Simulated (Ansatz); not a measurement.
# Zn2SnN: the cost of one run

Method: DFT PBE, scalar-relativistic, plane waves, PAW, in Ansatz 0.2.0.

1 further run of the same task is left out (set aside as unsound or not needed).

### 1 The starting structure

It takes space group P6/mmm (No. 191, hexagonal). The conventional cell has a = 3.351 Å, b = 3.351 Å, c = 8.729 Å, α = 90.00°, β = 90.00°, γ = 120.00°. Zn (site symmetry 6mm) has 1 N at 1.79 Å as nearest neighbours. Around Sn (site symmetry 6/mmm) lie 2 Zn at 2.58 Å. N (site symmetry 6/mmm) has 2 Zn at 1.79 Å as nearest neighbours.

As a file:

```
Zn Sn N
1.0
     3.35139    0.00000    0.00000
    -1.67570    2.90239    0.00000
     0.00000    0.00000    8.72913
Zn Sn N
2 1 1
Direct
  0.00000 0.00000 0.79541
  0.00000 0.00000 0.20459
  0.00000 0.00000 0.50000
  0.00000 0.00000 0.00000
```

The cell was relaxed beforehand at this level, from a generated guess; it needn't be the stable form of this composition. At a tolerance of 0.05 Å it has space group P6/mmm (No. 191); it has 21.23 Å³/atom, an uncorrected energy of +0.88 eV/atom over the elements.

### 2 Electronic structure at the relaxed geometry

input.yaml reads:

```yaml
crystal:
  lattice:
    - [3.3513917622, 0.0, 0.0]
    - [-1.6756958811, 2.9023904041, 0.0]
    - [0.0, 0.0, 8.7291317505]
  atoms:
    - { symbol: Zn, position: [0.0, 0.0, 0.7954141475] }
    - { symbol: Zn, position: [0.0, 0.0, 0.2045858525] }
    - { symbol: Sn, position: [0.0, 0.0, 0.5] }
    - { symbol: "N", position: [0.0, 0.0, 0.0] }
basis:
  ecutwfc: 420
kpoints:
  mp_grid: { grid: [18, 18, 6] }
  band_path:
    path:
      - [[0.0, 0.0, 0.0], [0.5, 0.0, 0.0], [0.33333333, 0.33333333, 0.0], [0.0, 0.0, 0.0], [0.0, 0.0, 0.5], [0.5, 0.0, 0.5], [0.33333333, 0.33333333, 0.5], [0.0, 0.0, 0.5]]
      - [[0.5, 0.0, 0.5], [0.5, 0.0, 0.0]]
      - [[0.33333333, 0.33333333, 0.5], [0.33333333, 0.33333333, 0.0]]
    npoints: 14
hamiltonian:
  xc: pbe
scf:
  occupations: { method: gaussian, width: 0.1 }
  n_extra_bands: 10
output:
  forces: true
  stress: true
  eigenvalues: true
  populations: true
  dos: { projected: true, de: 0.02, nscf_kmesh: { grid: [22, 22, 8] } }
  bader: true
```

Started as:

```
ansatz run input.yaml --threads 1 --pin off --max-ram 2560MiB --backend cpu --events-out ev --progress --plain --runs-dir out
```

**Question.** How long does this run take on 1 thread of Arm Neoverse V2, shared host, and how much memory does it need?

About 81 s, with a peak of 0.69 GiB.
